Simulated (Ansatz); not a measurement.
# LiZn: response to strain

Aim: deform LiZn (zz strain of -1 %) and compute stress, forces and field gradients with LAPW, PAW and all-electron datasets made for the crystal.

Computed with Ansatz 0.2.0 (DFT LDA, scalar-relativistic, unless a step's input says otherwise).

## (1) The starting structure

It takes space group Fd-3m (No. 227, cubic). Conventional cell: a = 6.222 Å, b = 6.222 Å, c = 6.222 Å, α = 90.00°, β = 90.00°, γ = 90.00°. Around Li (site symmetry -43m) lie 4 Li at 2.69 Å and 4 Zn at 2.69 Å. Around Zn (site symmetry -43m) lie 4 Li at 2.69 Å and 4 Zn at 2.69 Å.

Coordinates:

```cif
data_structure
_symmetry_space_group_name_H-M 'Fd-3m:1'
_symmetry_Int_Tables_number 227
_cell_length_a 6.2220
_cell_length_b 6.2220
_cell_length_c 6.2220
_cell_angle_alpha 90.000
_cell_angle_beta 90.000
_cell_angle_gamma 90.000
_cell_volume 240.87
loop_
_atom_site_label
_atom_site_type_symbol
_atom_site_symmetry_multiplicity
_atom_site_Wyckoff_symbol
_atom_site_fract_x
_atom_site_fract_y
_atom_site_fract_z
_atom_site_occupancy
Li1 Li 8 a 0.50000 0.00000 0.50000 1
Zn1 Zn 8 b 0.00000 0.00000 0.50000 1
```

The file gives the conventional cell by its symmetry; the runs use the cell typed in the input.

Atoms are numbered in the order of the input: Li1, Li2, Zn3, Zn4.

## (2) The deformed structure

Space group Fd-3m before, I4_1/amd after.

## (3) All-electron LAPW

Contents of input.yaml:

```yaml
crystal:
  lattice:
    - [0.0, 3.111, 3.07989]
    - [3.111, 0.0, 3.07989]
    - [3.111, 3.111, 0.0]
  atoms:
    - { symbol: Li, position: [0.5, 0.5, 0.5] }
    - { symbol: Li, position: [0.75, 0.75, 0.75] }
    - { symbol: Zn, position: [0.0, 0.0, 0.0] }
    - { symbol: Zn, position: [0.25, 0.25, 0.25] }
kpoints:
  mp_grid: { grid: [9, 9, 9] }
  band_path:
    path:
      - [0.0, 0.0, 0.0]
      - [0.0, 0.5, 0.5]
      - [0.25, 0.75, 0.5]
      - [0.0, 0.5, 0.0]
      - [0.0, 0.0, 0.0]
      - [0.5, 0.5, 0.0]
      - [0.3775380063, 0.6224619937, 0.0]
      - [-0.3775380063, 0.3775380063, 0.0]
      - [0.0, 0.0, 0.0]
    npoints: 5
scf:
  occupations: { method: fermi_dirac, width: 0.08 }
hamiltonian:
  xc: lda
  pseudopotentials: { kind: all_electron, lapw: { basis_error: 0.0005 } }
output:
  forces: true
  stress: true
  eigenvalues: true
```

The run is started by

```sh
ansatz run input.yaml --threads 1 --pin off --max-ram 4096MiB --backend cpu --events-out ev --progress --plain --runs-dir out
```

## (4) PAW with frozen cores

Contents of input.yaml:

```yaml
crystal:
  lattice:
    - [0.0, 3.111, 3.07989]
    - [3.111, 0.0, 3.07989]
    - [3.111, 3.111, 0.0]
  atoms:
    - { symbol: Li, position: [0.5, 0.5, 0.5] }
    - { symbol: Li, position: [0.75, 0.75, 0.75] }
    - { symbol: Zn, position: [0.0, 0.0, 0.0] }
    - { symbol: Zn, position: [0.25, 0.25, 0.25] }
kpoints:
  mp_grid: { grid: [9, 9, 9] }
scf:
  occupations: { method: fermi_dirac, width: 0.08 }
hamiltonian:
  xc: lda
  pseudopotentials: { kind: paw }
output:
  forces: true
  stress: true
  eigenvalues: true
  efg: { contact_densities: true }
```

## (5) Datasets made for this crystal

input.yaml: that of step 4 with these lines changed.

```diff
@@ -16,3 +16,3 @@
   xc: lda
-  pseudopotentials: { kind: paw }
+  pseudopotentials: { kind: all_electron, datasets: crystal }
 output:
```

(Steps that only read results are left out.)

Before running it: what results should come out? Wanted: pressure; largest shear or deviatoric stress.

As calculated:

| quantity | value |
| --- | --- |
| pressure | LAPW -5.38, PAW -5.39, crystal datasets -5.38 GPa |
| largest shear or deviatoric stress (LAPW) | 0.19 GPa |

The largest part of the stress beyond the pressure is 0.19 GPa in size, in the zz component; the atoms are carried along and not relaxed. No run of the undeformed cell stands beside it, so the pressure holds what the given cell had before the change. PAW: stress within 0.01 GPa of LAPW. Crystal datasets: stress within 0.01 GPa of LAPW.
